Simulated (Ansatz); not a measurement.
# Alloy of Si and Ge (51 of 64 Si sites exchanged), 64 atoms

An exercise on one series of results from a longer session: the logs are not shown, and one member is left open.

All numbers are computed with Ansatz 0.2.0 (PAW, plane waves).

## The starting cell

64 atoms (13 Si, 51 Ge); a = 11.254 Å, b = 11.254 Å, c = 11.254 Å, α = 90.00°, β = 90.00°, γ = 90.00°. All atoms were shaken off their sites by about 0.02 Å along each axis.

The runs, in order: (2) PBEsol cell relaxation at the single k point (¼, ¼, ¼), on 1 × NVIDIA H100 80GB HBM3 with 11 threads of AMD EPYC 7R13; (3) PBE single point at the Γ point alone, on 1 × NVIDIA H100 80GB HBM3 with 11 threads of AMD EPYC 7R13; (4) r²SCAN single point at the Γ point alone, on 1 × NVIDIA H100 80GB HBM3 with 11 threads of AMD EPYC 7R13; (5) HSE06 single point at the Γ point alone, on 1 × NVIDIA H100 80GB HBM3 with 11 threads of AMD EPYC 7R13; (6) HSE06 with spin–orbit coupling single point at the Γ point alone, on 1 × NVIDIA H100 80GB HBM3 with 11 threads of AMD EPYC 7R13.

Set-up of the first run:

Contents of in.yaml:

```yaml
crystal:
  lattice:
    - [11.254063, 0.000000, 0.000000]
    - [0.000000, 11.254063, 0.000000]
    - [0.000000, 0.000000, 11.254063]
  atoms:
    - { symbol: Si, position: [0.002858, 0.997424, 0.997531] }
    - { symbol: Si, position: [0.000266, 0.002100, 0.501303] }
    - { symbol: Si, position: [0.502042, 0.502282, 0.999657] }
    - { symbol: Si, position: [0.125642, 0.122512, 0.620910] }
    - { symbol: Si, position: [0.125211, 0.624715, 0.128324] }
    - { symbol: Si, position: [0.251919, 0.253038, 0.999063] }
    - { symbol: Si, position: [0.748610, 0.247887, 0.000370] }
    - { symbol: Si, position: [0.750277, 0.247906, 0.500114] }
    - { symbol: Si, position: [0.750212, 0.999024, 0.750291] }
    - { symbol: Si, position: [0.751198, 0.498987, 0.251692] }
    - { symbol: Si, position: [0.748241, 0.498756, 0.752514] }
    - { symbol: Si, position: [0.999462, 0.250884, 0.750742] }
    - { symbol: Si, position: [0.628364, 0.375437, 0.875249] }
    - { symbol: Ge, position: [0.998681, 0.500418, 0.001093] }
    - { symbol: Ge, position: [0.000978, 0.497812, 0.500874] }
    - { symbol: Ge, position: [0.496488, 0.001028, 0.998987] }
    - { symbol: Ge, position: [0.498279, 0.997535, 0.501449] }
    - { symbol: Ge, position: [0.499524, 0.500962, 0.501488] }
    - { symbol: Ge, position: [0.126199, 0.127913, 0.123857] }
    - { symbol: Ge, position: [0.122614, 0.624103, 0.625394] }
    - { symbol: Ge, position: [0.624112, 0.126529, 0.124435] }
    - { symbol: Ge, position: [0.624873, 0.122516, 0.627372] }
    - { symbol: Ge, position: [0.626551, 0.622780, 0.125935] }
    - { symbol: Ge, position: [0.622120, 0.622678, 0.624261] }
    - { symbol: Ge, position: [0.249952, 0.251329, 0.499932] }
    - { symbol: Ge, position: [0.248759, 0.749452, 0.002104] }
    - { symbol: Ge, position: [0.248490, 0.748106, 0.501244] }
    - { symbol: Ge, position: [0.747895, 0.745729, 0.000698] }
    - { symbol: Ge, position: [0.752555, 0.748188, 0.502705] }
    - { symbol: Ge, position: [0.372061, 0.375428, 0.125048] }
    - { symbol: Ge, position: [0.373081, 0.375821, 0.621724] }
    - { symbol: Ge, position: [0.379034, 0.874261, 0.119032] }
    - { symbol: Ge, position: [0.375789, 0.875783, 0.626003] }
    - { symbol: Ge, position: [0.876200, 0.372700, 0.127677] }
    - { symbol: Ge, position: [0.874010, 0.373762, 0.627284] }
    - { symbol: Ge, position: [0.872448, 0.874162, 0.124222] }
    - { symbol: Ge, position: [0.875416, 0.875254, 0.625693] }
    - { symbol: Ge, position: [0.249794, 0.001539, 0.249129] }
    - { symbol: Ge, position: [0.246733, 0.998864, 0.748417] }
    - { symbol: Ge, position: [0.250683, 0.501394, 0.249616] }
    - { symbol: Ge, position: [0.250846, 0.500454, 0.747463] }
    - { symbol: Ge, position: [0.751489, 0.004577, 0.251160] }
    - { symbol: Ge, position: [0.370435, 0.123892, 0.373795] }
    - { symbol: Ge, position: [0.373447, 0.125959, 0.872418] }
    - { symbol: Ge, position: [0.375371, 0.624348, 0.374646] }
    - { symbol: Ge, position: [0.372403, 0.625261, 0.874813] }
    - { symbol: Ge, position: [0.875224, 0.125569, 0.372662] }
    - { symbol: Ge, position: [0.876762, 0.125581, 0.873889] }
    - { symbol: Ge, position: [0.878506, 0.626996, 0.379017] }
    - { symbol: Ge, position: [0.875134, 0.622747, 0.879250] }
    - { symbol: Ge, position: [0.999968, 0.249669, 0.247747] }
    - { symbol: Ge, position: [0.001331, 0.751823, 0.249353] }
    - { symbol: Ge, position: [0.000876, 0.751904, 0.746608] }
    - { symbol: Ge, position: [0.501335, 0.247787, 0.249219] }
    - { symbol: Ge, position: [0.501419, 0.249963, 0.751438] }
    - { symbol: Ge, position: [0.500321, 0.749237, 0.248680] }
    - { symbol: Ge, position: [0.496700, 0.749325, 0.750769] }
    - { symbol: Ge, position: [0.125364, 0.375596, 0.375835] }
    - { symbol: Ge, position: [0.127146, 0.373881, 0.872203] }
    - { symbol: Ge, position: [0.125030, 0.873781, 0.372331] }
    - { symbol: Ge, position: [0.122923, 0.873835, 0.876687] }
    - { symbol: Ge, position: [0.623822, 0.377012, 0.376595] }
    - { symbol: Ge, position: [0.621832, 0.876705, 0.374606] }
    - { symbol: Ge, position: [0.623634, 0.873350, 0.874076] }
  symmetry: { detect: false }
kpoints:
  mp_grid: { grid: [1, 1, 1], shift: [0.25, 0.25, 0.25] }
hamiltonian:
  xc: pbesol
scf:
  occupations: { method: fermi_dirac, width: 0.01 }
relax:
  f_tol: 0.03
  max_steps: 80
  escape_saddle: false
  adjacent_minimum: "off"
  cell: { fix: [shape] }
output:
  forces: true
  eigenvalues: true
  populations: true
```

On the command line:

```bash
> ansatz run in.yaml --threads 11 --pin off --max-ram 102600MiB --runs-dir r --events-out ev --progress --plain --backend cuda --devices 0, --max-vram 75GiB
```

Steps of the session up to this table: Relaxing cell and atoms with PBEsol; PBE single point; Single point with r²SCAN; HSE06 single point; HSE06 with spin–orbit coupling on the same atoms.

One table of the session follows, with a row left open; its other results are not shown here.

It belongs to the step «Outcome». 

```
                         level  top filled to lowest empty (eV)
            PBEsol, relaxation                             0.78
                           PBE                                ?
                        r²SCAN                             0.58
                         HSE06                             1.01
HSE06 with spin–orbit coupling                             0.94
```

**Question.** Estimate the row for PBE.

The run gave: top filled to lowest empty (eV): 0.30. In the column «top filled to lowest empty (eV)» it is the lowest.

At the same k points, PBE gives a spacing 0.71 eV smaller and r²SCAN gives a spacing 0.43 eV smaller than the 1.01 eV of HSE06. Rows on different k points differ by sampling as well as by level. With one k point the spacing samples only the states that fold onto it, so it can exceed the gap over the zone.
